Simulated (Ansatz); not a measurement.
# C₃H₁₀GaN, SMILES C=[C](C)[GaH2-][NH3+]: a comparison of dispersion corrections

With Ansatz's Python interface.

Typed at the interpreter:
```pycon
>>> import ansatz as az
>>> geometry_ang = [
...     ("C", (-0.9378, -1.5777, 0.164)),
...     ("C", (-0.8165, -0.2486, 0.2521)),
...     ("C", (-1.9979, 0.6633, 0.0961)),
...     ("Ga", (0.966, 0.5571, 0.5796)),
...     ("N", (2.1512, 0.0636, -0.8353)),
...     ("H", (-1.9019, -2.0418, -0.02)),
...     ("H", (-0.0695, -2.2194, 0.2748)),
...     ("H", (-1.8359, 1.3292, -0.777)),
...     ("H", (-2.1065, 1.2852, 1.0089)),
...     ("H", (-2.9407, 0.0963, -0.0598)),
...     ("H", (0.8294, 2.1604, 0.6304)),
...     ("H", (1.5478, 0.0169, 1.98)),
...     ("H", (2.3379, -0.9633, -0.799)),
...     ("H", (1.7203, 0.2998, -1.7568)),
...     ("H", (3.0543, 0.579, -0.738)),
... ]
>>> c3h10gan = az.Crystal.molecule()
>>> for symbol, xyz in geometry_ang:
...     c3h10gan = c3h10gan.atom(symbol, xyz)
...
>>> model = c3h10gan.calculation().basis(gaussian="def2-SVP")
>>> for name in ["pbe0", "b3lyp"]:
...     for correction in ("d3bj", "d4"):
...         data = model.functional(name, dispersion=correction).run(threads=1, pin="off").report
...         print(f"{name:8s} {correction:5s} total {data['free_energy_ev']:.5f} eV, of which dispersion {1000 * data['dispersion']['energy']['ev']:.2f} meV")
...
pbe0     d3bj  total -57118.74617 eV, of which dispersion -276.38 meV
pbe0     d4    total -57118.74736 eV, of which dispersion -277.57 meV
b3lyp    d3bj  total -57133.16663 eV, of which dispersion -546.82 meV
b3lyp    d4    total -57133.14131 eV, of which dispersion -521.50 meV
```

What to keep in mind:
- Total energies depend on the basis set; only differences at equal settings carry meaning.
- The geometry is a force-field or estimated start, not a minimum of this method, and the basis set is short of its limit. D4 holds the three-body term, and d3bj doesn't.
- b3lyp holds the VWN-RPA fit, as in Gaussian; the form of ORCA and Turbomole is b3lyp5.
- Finished in 25 s on 1 thread of Arm Neoverse V1 (shared host), peak memory 0.37 GiB.

(Lines on the test bed's own set-up are left out of the output.)
